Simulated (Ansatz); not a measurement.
# Strontium, dhcp under LDA: ground state and equation of state

Aim: take strontium in the dhcp structure, relax it, solve it on a dense k-mesh, then scale the cell to 7 volumes from 88 to 112 % of the relaxed one and try a fit of the equation of state. Spin polarisation is left out. The k-meshes are 9×9×3 for the relaxation; 12×12×3 for the dense run; 10×10×3 for the volumes.

Computed with Ansatz 0.2.0 (DFT LDA (PW92), plane waves (420 eV) with PAW, scalar-relativistic; PAW files made under PBE, frozen cores solved again for the functional, unless a step says otherwise).

## Step 1: The structure to begin with

It takes space group P6_3/mmc (No. 194, hexagonal). The conventional cell has a = 4.303 Å, b = 4.303 Å, c = 14.052 Å, α = 90.00°, β = 90.00°, γ = 120.00°. Sr (site symmetry -3m) has 12 Sr at 4.30 Å as nearest neighbours. Sr (site symmetry -6m2) has 12 Sr at 4.30 Å as nearest neighbours.

Coordinates:

```xyz
4
Lattice="4.3025 0.0000 0.0000 -2.1513 3.7261 0.0000 0.0000 0.0000 14.0521" Properties=species:S:1:pos:R:3 pbc="T T T"
Sr    0.0000    0.0000    0.0000
Sr    0.0000    0.0000    7.0260
Sr    0.0000    2.4841    3.5130
Sr    2.1513    1.2420   10.5390
```

## Step 2: Relaxation of the cell

The input, input.yaml:

```yaml
crystal:
  lattice:
    - [4.3025266259, 0.0, 0.0]
    - [-2.1512633129, 3.7260973585, 0.0]
    - [0.0, 0.0, 14.0520519602]
  atoms:
    - { symbol: Sr, position: [0.0, 0.0, 0.0] }
    - { symbol: Sr, position: [0.0, 0.0, 0.5] }
    - { symbol: Sr, position: [0.3333333333, 0.6666666667, 0.25] }
    - { symbol: Sr, position: [0.6666666667, 0.3333333333, 0.75] }
hamiltonian:
  xc: lda
  pseudopotentials:
    kind: paw
    azcp:
      Sr: "pseudopotentials/Sr.paw.azcp"
basis:
  ecutwfc: 420
  fft_grid_basis: typed
kpoints:
  mp_grid: { grid: [9, 9, 3], shift: [0, 0, 0] }
magnetization:
  spin_polarized: false
scf:
  occupations: { method: fermi_dirac, width: 0.1 }
relax:
  max_steps: 60
  f_tol: 0.01
  cell: {}
```

Further steps of the session: The energy on a finer k-mesh; The cell scaled to 88 % of its volume; The cell scaled to 92 % of its volume; The cell scaled to 96 % of its volume; The cell scaled to 100 % of its volume; The cell scaled to 104 % of its volume; The cell scaled to 108 % of its volume; The cell scaled to 112 % of its volume.

Q: Predict the outcome of this session. Wanted: space group; conventional cell; volume; shortest distance; gap on the mesh; relative to fcc; V₀, B₀, B₀′.

The runs gave:

| quantity | value |
| --- | --- |
| space group (spins left aside) | P6_3/mmc (No. 194) |
| conventional cell | a = 4.103 Å, c = 13.421 Å (c/a = 3.271) |
| volume | 48.913 Å³/atom |
| shortest distance | 4.103 Å |
| gap on the mesh | none (levels filled in part) |
| relative to fcc | +3 meV/atom |
| V₀, B₀, B₀′ | 48.664 Å³/atom, 13.5 GPa, 3.3 |

What this shows: From the guessed start the volume shrank by 13.2 % in 5 steps. It lies 3 meV/atom above the element's reference form at the same level (fcc, from a run of its own). No gap shows: it is a metal or semimetal at this level. B₀ comes out at 13.5 GPa, a soft solid; letting shape and positions relax at each volume could only lower it. The symmetry was held, so the structure may be unstable against distortions that break it.
